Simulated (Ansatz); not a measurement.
# Cl2F3HW: molecular dynamics

The plan is to follow the molecule's vibrations and see whether its bonds hold. The start is relaxed first. Runs: 300 steps of 0.25 fs under a Langevin thermostat at 2000 K.

Method: RKS r2SCAN-D4/def2-SVP, in Ansatz 0.2.0.

## (1) Starting point

Bond lengths: W1–H2 1.720 Å, W1–F3 1.850 Å, W1–F4 1.850 Å, W1–Cl5 2.390 Å, W1–F6 1.850 Å, W1–Cl7 2.390 Å. Angles (14 of 15 angles, heavy atoms first): F3–W1–F4 90.0°, F3–W1–Cl5 180.0°, F3–W1–F6 90.0°, F3–W1–Cl7 90.0°, F4–W1–Cl5 90.0°, F4–W1–F6 180.0°, F4–W1–Cl7 90.0°, Cl5–W1–F6 90.0°, Cl5–W1–Cl7 90.0°, F6–W1–Cl7 90.0°, H2–W1–F3 90.0°, H2–W1–F4 90.0°, H2–W1–Cl5 90.0°, H2–W1–F6 90.0°.

Coordinates:

```xyz
7

W     0.0000    0.0000    0.0000
H     0.0000    0.0000    1.7200
F     1.8500    0.0000    0.0000
F     0.0000    1.8500    0.0000
Cl   -2.3900    0.0000    0.0000
F     0.0000   -1.8500    0.0000
Cl    0.0000    0.0000   -2.3900
```

## (2) Relaxing the start

File input.yaml:

```yaml
crystal:
  periodic: [false, false, false]
  atoms:
    - { symbol: W, position_ang: [0.0, 0.0, 0.0] }
    - { symbol: H, position_ang: [0.0, 0.0, 1.72] }
    - { symbol: F, position_ang: [1.85, 0.0, 0.0] }
    - { symbol: F, position_ang: [0.0, 1.85, 0.0] }
    - { symbol: Cl, position_ang: [-2.39, 0.0, 0.0] }
    - { symbol: F, position_ang: [0.0, -1.85, 0.0] }
    - { symbol: Cl, position_ang: [0.0, 0.0, -2.39] }
basis:
  gaussian: { orbitals: def2-SVP }
hamiltonian:
  xc: r2scan
  dispersion: d4
relax:
  f_tol: 0.02
  max_steps: 40
output:
  orbitals: {}
```

Command:

```sh
$ ansatz run input.yaml --threads 4 --pin off --max-ram 5120MiB --backend cpu --events-out ev --progress --plain --runs-dir out
```

After this run come: The run.

What does the calculation give? Wanted: relaxation of the start; temperature, first and last step; temperature, second half; potential energy, second half; bonds formed or broken.

**Answer**, as computed:

```
                        quantity                            value
         relaxation of the start          7 moves, 0.365 eV lower
                          length             300 steps of 0.25 fs
temperature, first and last step                  1714 and 1463 K
        temperature, second half  mean 1297 K, from 730 to 1864 K
   potential energy, second half      +68 meV/atom from the start
          bonds formed or broken                                0
```

Against a set 2000 K the second half averages 1297 K, going from 749 to 1463 K over that half; 68 meV/atom has gone into potential energy, and a thermostat that acts over some 200 fs has not made it up in 75 fs. The bonding pattern survives the run. A run of 75 fs with 7 atoms shows the motion but fixes no equilibrium value. The nuclei move classically, without zero-point motion, which matters most for hydrogen.
